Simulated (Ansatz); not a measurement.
**CH3Cl3Si: a ladder of functionals and wavefunction methods**

The task here is to estimate one member of a computed series from the others.

Computed with Ansatz 0.2.0, Gaussian basis. Level: functionals in def2-TZVPP, the program's frozen cores in correlated methods.

Plan: LDA (SPW92), PBE-D4, revPBE-D4, BLYP-D4, r2SCAN-D4, B97M-V, PBE0-D4, B3LYP-D4, r2SCANh-D4, r2SCAN0-D4, HSE06-D4, BHLYP-D4, CAM-B3LYP-D4, LC-ωPBE, ωB97X-V, ωB97M-V, B2PLYP, PBE-QIDH; CCSD(T)/def2-SVP; CCSD(T)/def2-TZVPP; MP2/def2-QZVPP; extrapolation to the limit; RPA on PBE.

### The relaxed structure

All runs share one geometry, relaxed beforehand with PBE0-D4 in a triple-zeta def2 set.

SMILES `C[Si](Cl)(Cl)Cl`, 8 atoms, charge 0, spin multiplicity 1.

Atoms are counted from 1 here; the program's logs count them from 0.

Bond lengths: C1–Si2 1.841 Å, C1–H6 1.092 Å, C1–H7 1.092 Å, C1–H8 1.092 Å, Si2–Cl3 2.039 Å, Si2–Cl4 2.039 Å, Si2–Cl5 2.039 Å. Angles: Si2–C1–H6 110.0°, Si2–C1–H7 110.0°, Si2–C1–H8 110.0°, H6–C1–H7 109.0°, H6–C1–H8 109.0°, H7–C1–H8 109.0°, C1–Si2–Cl3 110.6°, C1–Si2–Cl4 110.6°, C1–Si2–Cl5 110.6°, Cl3–Si2–Cl4 108.3°, Cl3–Si2–Cl5 108.3°, Cl4–Si2–Cl5 108.3°.

Set-up of the first run:

The input, in.yaml:

```yaml
crystal:
  periodic: [false, false, false]
  atoms:
    - {symbol: C, position_ang: [-0.728944, -0.279622, 0.686094]}
    - {symbol: Si, position_ang: [0.568945, 0.197949, -0.528703]}
    - {symbol: Cl, position_ang: [2.360420, -0.640022, -0.033581]}
    - {symbol: Cl, position_ang: [0.065869, -0.429491, -2.402198]}
    - {symbol: Cl, position_ang: [0.801240, 2.222983, -0.573755]}
    - {symbol: H, position_ang: [-0.844467, -1.365247, 0.700804]}
    - {symbol: H, position_ang: [-0.448332, 0.061081, 1.684753]}
    - {symbol: H, position_ang: [-1.682629, 0.175167, 0.410786]}
basis:
  gaussian: {orbitals: def2-TZVPP}
hamiltonian: {xc: lda}
output: {orbitals: {seedname: orbitals}}
```

Steps of the session up to this table: LDA; PBE-D4 (GGA); revPBE-D4 (GGA); BLYP-D4 (GGA); r2SCAN-D4 (meta-GGA); B97M-V (meta-GGA); PBE0-D4 (hybrid); B3LYP-D4 (hybrid); r2SCANh-D4 (hybrid); r2SCAN0-D4 (hybrid); HSE06-D4 (hybrid); BHLYP-D4 (hybrid); CAM-B3LYP-D4 (range-separated); LC-ωPBE-D4 (range-separated; the results give it without D4); ωB97X-V (range-separated); ωB97M-V (range-separated); B2PLYP (double hybrid); PBE-QIDH (double hybrid).

One table of the session follows, with a row left open; its other results are not shown here.

It belongs to the step «Frontier levels by functional». 

```
  functional  HOMO (eV)  gap (eV)
 LDA (SPW92)      -7.87      6.85
      PBE-D4      -7.73      6.98
   revPBE-D4          ?         ?
     BLYP-D4      -7.56      6.91
   r2SCAN-D4      -8.12      7.77
      B97M-V      -8.21      7.93
     PBE0-D4      -9.16      9.43
    B3LYP-D4      -8.86      8.87
  r2SCANh-D4      -8.63      8.63
  r2SCAN0-D4      -9.41      9.93
    HSE06-D4      -8.75      8.64
    BHLYP-D4     -10.42     11.78
CAM-B3LYP-D4     -10.52     11.90
     LC-ωPBE     -11.98     14.66
     ωB97X-V     -11.58     14.13
     ωB97M-V     -11.40     13.67
```

Q: Estimate the row for revPBE-D4 from the others.

**Answer.** HOMO (eV): -7.68; gap (eV): 7.04. In the column «HOMO (eV)» it lies between PBE-D4 (-7.73) and BLYP-D4 (-7.56).
